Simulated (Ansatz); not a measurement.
Crystal: Cd2S.

```xyz
3
Lattice="3.9627 0.0000 0.0000 -1.9813 3.4318 0.0000 0.0000 0.0000 5.8092" Properties=species:S:1:pos:R:3 pbc="T T T"
Cd    0.0000    2.2878    5.4183
Cd    1.9813    1.1439    3.3620
S     0.0000    2.2878    2.1245
```

The cell comes from a database or a generator and needn't be the stable form of this composition.

Base run:

| Property | Result |
| --- | --- |
| Program | Ansatz 0.2.0 |
| Functional | PBEsol |
| Potentials or basis | all-electron LAPW, scalar-relativistic |
| Cutoff | 229 eV (chosen from the basis error) |
| Basis error allowed | 0.002 eV/atom |
| k mesh | 6 × 6 × 4 |
| Occupations | fermi-dirac, width 0.05 eV |
| Spin | no spin polarisation |

Its results: band gap on the k mesh 0.09 eV, indirect (least direct gap 0.47 eV); pressure -3.1 GPa; largest force 0.130 eV/Å.

Q: The run is repeated on the same cell with these changes: potentials or basis from all-electron LAPW, scalar-relativistic to all-electron LAPW, relativistic spinors; spin from no spin polarisation to spin-orbit coupling, no magnetisation. What comes out?

A: Band gap on the k mesh none (metal or under the smearing width); pressure -3.1 GPa; largest force 0.130 eV/Å.

Spin-orbit coupling splits the band edges, which narrows the gap.

Caveats: the k mesh is thin for a metal, which can move the energy by tens of meV per atom (some runs).

A k mesh can miss the band edges.
